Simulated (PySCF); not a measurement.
**RbCl: from the state search to spectroscopic constants**

One job finds the state of RbCl, follows it along the bond with each method and fits the curves.

Program: PySCF 2.14.0. Level of theory: Rb def2-SVP with ECP28, Cl def2-SVP, scalar-relativistic core potentials. These are calculated values, not measurements.

## Step 1: The job

The job is set up so:

| Item | Value |
| --- | --- |
| atoms | Rb, Cl |
| charge | 0 |
| basis | Rb def2-SVP with ECP28, Cl def2-SVP |
| Hamiltonian | scalar-relativistic core potentials |
| basis functions | 42 |
| electrons treated | 26 |
| masses in u | 84.9118, 34.9689 |
| levels | PBE0, PBE, r²SCAN, PBEsol, revPBE, B97-3, HF, MP2, SCS-MP2, CCSD, CCSD(T) |
| grid | 80 radial by 434 angular points |
| occupations | held fixed by the projection of orbital angular momentum |
| dissociation limit | Rb + Cl, each in its ground configuration |
| starting distance in angstrom | 3.030 |
| values of 2S to try | 0, 2 |

Launch:

```
OMP_NUM_THREADS=1 python dia.py task.json out
```

The runs that follow: First curve: PBE0; Excited determinants; PBE; r²SCAN (meta-GGA); PBEsol; revPBE (GGA); B97-3 (global hybrid GGA); RHF; Adding correlation.

Before running it: what results should come out? Wanted: for each run, Re; ωe; De; μ.

As calculated:

Lowest PBE0 solution found, without spin–orbit coupling: ¹Σ⁺ (singlet), closed shell. The other levels ran on it alone.

| level | Re (Å) | ωe (cm⁻¹) | De (eV) | μ (D) |
| --- | --- | --- | --- | --- |
| RHF | 2.871 | 238.3 | 3.10 | -11.24 |
| RHF-MP2 | 2.829 | 248.6 | 3.73 | n/a |
| RHF-SCS-MP2 | 2.836 | 247.1 | 3.67 | n/a |
| RHF-CCSD | 2.833 | 248.3 | 3.56 | n/a |
| RHF-CCSD(T) | 2.832 | 248.4 | 3.59 | n/a |
| PBE | 2.824 | 238.1 | 4.14 | -9.89 |
| PBEsol | 2.796 | 246.1 | 4.29 | -9.79 |
| revPBE | 2.848 | 230.3 | 4.06 | -10.04 |
| r²SCAN | 2.832 | 240.7 | 4.25 | -10.51 |
| PBE0 | 2.815 | 244.3 | 4.11 | -10.34 |
| B97-3 | 2.837 | 238.6 | 4.19 | -10.55 |

De is counted to Rb + Cl in their ground configurations. A positive dipole means Rb(−)Cl(+).

Differences from CCSD(T) in the same basis:

| level | Re (mÅ) | ωe (%) |
| --- | --- | --- |
| RHF | +39 | -4.0 |
| RHF-MP2 | -3 | +0.1 |
| RHF-SCS-MP2 | +4 | -0.5 |
| RHF-CCSD | +1 | 0.0 |
| PBE | -8 | -4.1 |
| PBEsol | -36 | -0.9 |
| revPBE | +16 | -7.3 |
| r²SCAN | -1 | -3.1 |
| PBE0 | -18 | -1.6 |
| B97-3 | +5 | -3.9 |

**Reading.** Judged by CCSD(T) in the same basis: best bond length RHF-CCSD and r²SCAN (1 mÅ off), worst RHF (+39 mÅ); best wavenumber RHF-CCSD (0.0 %), worst revPBE (-7.3 %). CCSD(T) in a basis this small is itself some way from its limit, more so than the functionals. Among the levels with a De in the table, it runs from 3.10 eV (RHF) to 4.29 eV (PBEsol).

Correlated steps freeze 5 core orbitals. Spin–orbit coupling is left out.
